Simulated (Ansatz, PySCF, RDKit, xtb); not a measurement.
# Solving SiSbNS, step by step

Only the formula SiSbNS is given. Aim: find the structure of lowest free energy at 298.15 K, then its properties.

Plan: many cheap relaxations first (GFN2-xTB), then density-functional screening, relaxation at r2SCAN-D4/def2-SVP, vibrations and a final energy. The numbers are computed, not measured.

6 further runs of the same task are left out: 1 that didn't finish, 5 set aside as unsound or not needed.

### Step 1. Possible bonding patterns

All bonding patterns within simple valence rules are listed by program: one Lewis structure each, at most two rings and one unusual centre or charged pair. O–O, O–halogen and N–halogen bonds and N–N–N chains are not drawn. That gives 29 candidates.

c042 [S-][N+]1=[Si]=[Sb]1; c065 [Sb]#[S]1=[Si]=N1; c078 [Si]=[S@@]1[N]=[Sb]1; c133 N#[Si][Sb]=[S]; c175 N#[S][Sb]=[Si] (triplet); c212 [Si]=N[S]#[Sb]; c232 N#[Si][S]#[Sb]; c267 [Si]=[Sb]1=[N][S]1; c331 N#[Si-]1[S+]=[Sb]1; c344 [Si]=[N][Sb]=[S]; c364 [Si]=[Sb]1=[N][S]1 (triplet); c441 N1=[Si]=[Sb][S]1; c453 [Si]=N[S]#[Sb] (triplet); c574 N1=[S@@]2[Sb]=[Si]12; c599 [Si]=[Sb][N]=S; c639 [S]=[Sb]1=[Si]=[N]1; c642 S=N[Si]#[Sb]; c652 N#S[Si]#[Sb]; c687 [N]#[Sb]=[Si]=S; c705 [Si]=[N][Sb]=[S] (triplet); c708 [Si]=[Sb][N]=S (triplet); c723 S=[Si]1[N]=[Sb]1; c724 [Sb]#[Si-]1N=[S+]1; c728 [N]1=[Si]2[S][Sb]12; c824 S=[Si]=[N+]=[Sb-]; c835 N#[S]1=[Si]=[Sb]1; c875 S1[N@]2[Sb]=[Si]12; c972 [Si]=[S@@]1[N]=[Sb]1 (triplet); c977 N#[S][Sb]=[Si].

Candidates are built by distance geometry, with a force field where one applies, in up to four conformers (letters a to d). 6 starts with atoms placed at random are added, to find patterns that the rules miss.

**Question.** With final energies at CCSD(T)/def2-TZVPP, which structure will this search put lowest in free energy, and by what margin?

| quantity | value |
| --- | --- |
| lowest structure found | [Si]=[N][Sb]=[S], singlet, Cs |
| next finalist | [S][Si][N][Sb] ‡, triplet, 16.8 kcal/mol higher in G |
| share at equilibrium, among the finalists | 100.0 % |
| harmonic wavenumbers, lowest and highest (r2SCAN-D4/def2-SVP) | 72 and 1267 cm⁻¹ |
| rotational constants, same geometry | 0.1659, 0.04223, 0.03366 cm⁻¹ |
| dipole moment (PBE0/def2-TZVPD) | 3.79 D |
| HOMO energy (PBE0/def2-TZVPD) | -6.70 eV |
| LUMO energy (PBE0/def2-TZVPD) | -3.39 eV |
| HOMO–LUMO gap (PBE0/def2-TZVPD) | 3.31 eV |
| lowest excitation (TD-PBE0/def2-SVPD) | 1.91 eV (f = 0.001) |
| strongest of the states computed, same level | 3.46 eV (f = 0.082) |
| lowest triplet excitation, same level, Tamm-Dancoff | 1.50 eV |
| vertical ionisation energy | 8.38 eV |
| vertical electron affinity | 1.77 eV |
| vertical triplet less singlet | +1.47 eV |

`[Si]=[N][Sb]=[S]` comes out lowest. Among the finalists first place is clear (16.8 kcal/mol); structures outside the list aren't covered. r2SCAN-D4/def2-SVP, relaxed and MP2/def2-TZVPP already put its bonding pattern lowest among the structures in one piece; HF/def2-TZVPP favours the triplet [S][Si][N][Sb] ‡. A large T1 diagnostic among the finalists warns that one reference determinant may not suffice. It concerns: the winner; the finalist [S][Si]1[N][Sb]1 ‡ (singlet). Spin-orbit coupling, which matters for elements this heavy, is left out. The search is not exhaustive (a finite list of starts, one conformer a finalist), so a lower isomer can't be ruled out.

‡ marks the bonded skeleton alone, with all bonds drawn single: no Lewis structure was assigned that passes a check against the bond lengths.
